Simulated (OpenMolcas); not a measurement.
**Pt⁶⁺ among point charges: CASSCF and CASPT2 levels and susceptibility**

How does a field of 5 point charges split the states of Pt⁶⁺, and what χT follows?

Program: OpenMolcas 26.06. Level of theory: state-averaged CASSCF and CASPT2, spin-orbit coupling by RASSI with atomic mean-field integrals. These are calculated values, not measurements, unless marked.

### Step 1. What is computed

```
Species                           : Pt⁶⁺ (platinum, Z = 78, 72 electrons)
Basis                             : ANO-RCC-VDZP [7s6p4d2f], 59 functions
Scalar Hamiltonian                : DKH2, point nucleus
Inactive shells                   : 1s 2s 2p 3s 3p 3d 4s 4p 4d 4f 5s 5p
Active space                      : 4 electrons in 5 orbitals (5d)
Some configurations of this space : 5d4
Orbitals                          : optimised for each spin and parity, averaged over all roots
```

Outer shells as boxes (Hund's rule):

5d4
```
5d [↑ ][↑ ][↑ ][↑ ][  ]
```

The ion sits among 5 point charges of -1.3 e arranged as a trigonal bipyramid (D3h), 2.23 Å from the ion, with the axial distance 2.141 Å.

Each step is its own input file, run in one work folder so that later steps find the files of earlier ones. Labels, J, g values, rates, χT and fits are worked out afterwards by a script from the matrices that RASSI stores.

### Step 2. One- and two-electron integrals

Contents of a.inp:

```
&GATEWAY
Coord
1

Pt 0.0 0.0 0.0
Basis=ANO-RCC-VDZP
Group=NoSym
NoMove
AngMom=0.0 0.0 0.0
AMFI
XField
5 Angstrom 0
2.230000 0.000000 0.000000 -1.300000
-1.115000 1.931237 0.000000 -1.300000
-1.115000 -1.931237 0.000000 -1.300000
0.000000 0.000000 2.140800 -1.300000
0.000000 0.000000 -2.140800 -1.300000
&SEWARD
```

Run with:

```console
$ OMP_NUM_THREADS=1 MOLCAS_MEM=1689 MOLCAS_PROJECT=a pymolcas a.inp > a.log
```

### Step 3. Reference wave functions, quintets, 5 roots

Contents of a.inp:

```
&RASSCF
FileOrb=start.orb
Symmetry=1
Spin=5
nActEl=4 0 0
Inactive=34
Ras2=5
CIRoot=5 5 1
SDav=5
CIMx=300
Iter=120 100
PrWF=0.3
OrbListing=Nothing
MaxOrb=0
>>> COPY $Project.JobIph JOB001
```

start.orb holds the contracted functions of the basis, ordered by shell, or the orbitals of the step before.

### Step 4. Reference wave functions, triplets, 45 roots

Contents of a.inp:

```
&RASSCF
FileOrb=start.orb
Symmetry=1
Spin=3
nActEl=4 0 0
Inactive=34
Ras2=5
CIRoot=45 45 1
SDav=45
CIMx=300
Iter=120 100
PrWF=0.3
OrbListing=Nothing
MaxOrb=0
>>> COPY $Project.JobIph JOB002
```

### Step 5. Reference wave functions, singlets, 50 roots

Contents of a.inp:

```
&RASSCF
FileOrb=start.orb
Symmetry=1
Spin=1
nActEl=4 0 0
Inactive=34
Ras2=5
CIRoot=50 50 1
SDav=50
CIMx=300
Iter=120 100
PrWF=0.3
OrbListing=Nothing
MaxOrb=0
>>> COPY $Project.JobIph JOB003
```

### Step 6. RASSI: spin-orbit coupling between the states

Contents of a.inp:

```
&RASSI
NrOfJobIphs=3 5 45 50
1 2 3 4 5
1 2 3 4 5 6 7 8 9 10 11 12 13 14 15 16 17 18 19 20 21 22 23 24 25 26 27
28 29 30 31 32 33 34 35 36 37 38 39 40 41 42 43 44 45
1 2 3 4 5 6 7 8 9 10 11 12 13 14 15 16 17 18 19 20 21 22 23 24 25 26 27
28 29 30 31 32 33 34 35 36 37 38 39 40 41 42 43 44 45 46 47 48 49 50
IphNames
JOB001
JOB002
JOB003
EJob
SpinOrbit
DIPRint=1.0
SOCoupling=1000.0
Subsets=2
Property=9
'ANGMOM' 1 'ANGMOM' 2 'ANGMOM' 3 'MLTPL  1' 1 'MLTPL  1' 2 'MLTPL  1' 3
'AMFI' 1 'AMFI' 2 'AMFI' 3
SOProperty=3
'ANGMOM' 1 'ANGMOM' 2 'ANGMOM' 3
```

### Step 7. CASPT2: IPEA 0.25, imaginary shift 0.1 (closed shells correlated: 4f 5s 5p)

Contents of a.inp:

```
>>> COPY JOB001 $Project.JobIph
&CASPT2
Multistate=5 1 2 3 4 5
NoMult
Frozen=23
IPEA=0.25
Imaginary=0.1
MaxIter=60
WThr=0.0 0.3 0.05
PrWF=0.5
NoMix
>>> COPY JOB002 $Project.JobIph
&CASPT2
Multistate=45 1 2 3 4 5 6 7 8 9 10 11 12 13 14 15 16 17 18 19 20 21 22
23 24 25 26 27 28 29 30 31 32 33 34 35 36 37 38 39 40 41 42 43 44 45
NoMult
Frozen=23
IPEA=0.25
Imaginary=0.1
MaxIter=60
WThr=0.0 0.3 0.05
PrWF=0.5
NoMix
>>> COPY JOB003 $Project.JobIph
&CASPT2
Multistate=50 1 2 3 4 5 6 7 8 9 10 11 12 13 14 15 16 17 18 19 20 21 22
23 24 25 26 27 28 29 30 31 32 33 34 35 36 37 38 39 40 41 42 43 44 45 46
47 48 49 50
NoMult
Frozen=23
IPEA=0.25
Imaginary=0.1
MaxIter=60
WThr=0.0 0.3 0.05
PrWF=0.5
NoMix
```

(Steps that only read results are left out.)

**Question.** What will these runs give? Wanted: spin-free ground state; first state of the same spin within the active space; lowest level; next level.

The runs gave:

```
                                            quantity                                                                           value
                                              method  SS-CASPT2, IPEA 0.25, imaginary shift 0.1 (closed shells correlated: 4f 5s 5p)
                              spin-free ground state                                                 5A1, 1-fold in its orbital part
first state of the same spin within the active space                                                                 5E at 3170 cm⁻¹
                                        lowest level                                                                       1-fold A1
                                          next level                                                                     7391.1 cm⁻¹
                                         χT at 300 K                                                                  0.03 cm³ K/mol
                           effective moment at 300 K                                                                         0.48 μB
```

Cost by method:

```
                                                 method  time of its own steps  time with the reference
                                              A. CASSCF                   27 s                     27 s
B. SS-CASPT2, IPEA 0.25, imaginary shift 0.1, +4f 5s 5p                   22 s                     49 s
```

Times are of one thread on a shared host.

**Reading.** The spin-free ground state (5A1) comes to 100 % from free-ion D terms and keeps the highest spin of the shell. χT at 300 K is 0.03, against 3.01 cm³ K/mol for the spin alone, so spin-orbit coupling lowers it. An active space of the d shell alone favours high spin; real ions in strong fields can be low spin. CASPT2 does not keep the components of a term degenerate, and the means are used. The field of point charges can differ much from that of real complexes. With metal d orbitals alone active, the gaps between spin states are rough; where two lie within a few thousand cm-1, their order is open. This is an electrostatic model: the charges have no orbitals.
